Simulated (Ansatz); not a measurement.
# Cl₂H₂NSV: up Jacob's ladder to CCSD(T)

An exercise on one series of results from a longer session: the logs are not shown, and one member is left open.

The runs use Ansatz 0.2.0, Gaussian basis; functionals in def2-TZVPP, the program's frozen cores in correlated methods.

Plan: LDA (SPW92), PBE-D4, revPBE-D4, BLYP-D4, r2SCAN-D4, B97M-V, PBE0-D4, B3LYP-D4, r2SCANh-D4, r2SCAN0-D4, HSE06-D4, BHLYP-D4, CAM-B3LYP-D4, LC-ωPBE, ωB97X-V, ωB97M-V, B2PLYP, PBE-QIDH; CCSD(T)/def2-SVP; CCSD(T)/def2-TZVPP; MP2/def2-QZVPP; extrapolation to the limit; RPA on PBE.

**Structure used throughout**

All runs share one geometry, relaxed beforehand with PBE0-D4 in a triple-zeta def2 set.

SMILES `[NH2][V](=[S])([Cl])[Cl]`, 7 atoms, charge 0, spin multiplicity 1.

Atoms are counted from 1 here; the program's logs count them from 0.

Bond lengths: N1–V2 1.790 Å, N1–H6 1.014 Å, N1–H7 1.008 Å, V2–S3 1.982 Å, V2–Cl4 2.147 Å, V2–Cl5 2.147 Å. Angles: V2–N1–H6 119.0°, V2–N1–H7 128.4°, H6–N1–H7 112.6°, N1–V2–S3 105.4°, N1–V2–Cl4 109.5°, N1–V2–Cl5 109.5°, S3–V2–Cl4 111.0°, S3–V2–Cl5 111.0°, Cl4–V2–Cl5 110.2°.

Coordinates:

```mol
Cl2H2NSV
  3D, bonds by distance, orders not assigned

  7  6  0  0  0  0  0  0  0  0999 V2000
   -0.4367    0.6523    0.8132 N   0  0
    0.2923   -0.3906   -0.4464 V   0  0
    2.0150   -1.0083    0.3149 S   0  0
   -1.0111   -2.0487   -0.8483 Cl  0  0
    0.6066    0.7560   -2.2342 Cl  0  0
   -1.3370    1.0830    0.6339 H   0  0
   -0.0678    0.8885    1.7212 H   0  0
  1  2  8  0
  2  3  8  0
  2  4  8  0
  2  5  8  0
  1  6  8  0
  1  7  8  0
M  END
```

Set-up of the first run:

The input, in.yaml:

```yaml
crystal:
  periodic: [false, false, false]
  atoms:
    - {symbol: N, position_ang: [-0.436659, 0.652306, 0.813198]}
    - {symbol: V, position_ang: [0.292284, -0.390631, -0.446420]}
    - {symbol: S, position_ang: [2.014985, -1.008253, 0.314868]}
    - {symbol: Cl, position_ang: [-1.011114, -2.048744, -0.848313]}
    - {symbol: Cl, position_ang: [0.606638, 0.755964, -2.234172]}
    - {symbol: H, position_ang: [-1.336987, 1.082966, 0.633928]}
    - {symbol: H, position_ang: [-0.067845, 0.888491, 1.721212]}
basis:
  gaussian: {orbitals: def2-TZVPP}
hamiltonian: {xc: lda}
output: {orbitals: {seedname: orbitals}}
```

Started as:

```bash
$ ansatz run in.yaml --threads 4 --pin off --events-out ev --progress --plain --max-ram 10444MiB
```

Among the steps run: LDA; PBE-D4 (GGA); revPBE-D4 (GGA); BLYP-D4 (GGA); r2SCAN-D4 (meta-GGA); B97M-V (meta-GGA); PBE0-D4 (hybrid); B3LYP-D4 (hybrid); r2SCANh-D4 (hybrid); r2SCAN0-D4 (hybrid); HSE06-D4 (hybrid); BHLYP-D4 (hybrid); CAM-B3LYP-D4 (range-separated); LC-ωPBE (range-separated); ωB97X-V (range-separated); ωB97M-V (range-separated); B2PLYP (double hybrid); PBE-QIDH (double hybrid).

One of the session's tables, all rows but one given; the rest of the session is left out.

It belongs to the step «Orbital energies across the functionals». 

| functional | HOMO (eV) | LUMO (eV) | gap (eV) |
| --- | --- | --- | --- |
| LDA (SPW92) | -7.06 | -4.56 | 2.49 |
| PBE-D4 | ? | ? | ? |
| revPBE-D4 | -6.86 | -4.30 | 2.56 |
| BLYP-D4 | -6.73 | -4.22 | 2.51 |
| r2SCAN-D4 | -7.22 | -4.42 | 2.80 |
| B97M-V | -7.28 | -4.41 | 2.87 |
| PBE0-D4 | -8.13 | -3.58 | 4.55 |
| B3LYP-D4 | -7.87 | -3.77 | 4.10 |
| r2SCANh-D4 | -7.66 | -4.10 | 3.57 |
| r2SCAN0-D4 | -8.33 | -3.59 | 4.74 |
| HSE06-D4 | -7.73 | -3.96 | 3.77 |
| BHLYP-D4 | -9.17 | -2.55 | 6.62 |
| CAM-B3LYP-D4 | -9.38 | -2.51 | 6.87 |
| LC-ωPBE | -10.74 | -1.54 | 9.20 |
| ωB97X-V | -10.38 | -1.51 | 8.87 |
| ωB97M-V | -10.21 | -1.44 | 8.77 |

Estimate the missing values for PBE-D4.

The run gave: HOMO (eV): -6.91; LUMO (eV): -4.37; gap (eV): 2.54. In the column «HOMO (eV)» it lies between LDA (SPW92) (-7.06) and revPBE-D4 (-6.86).
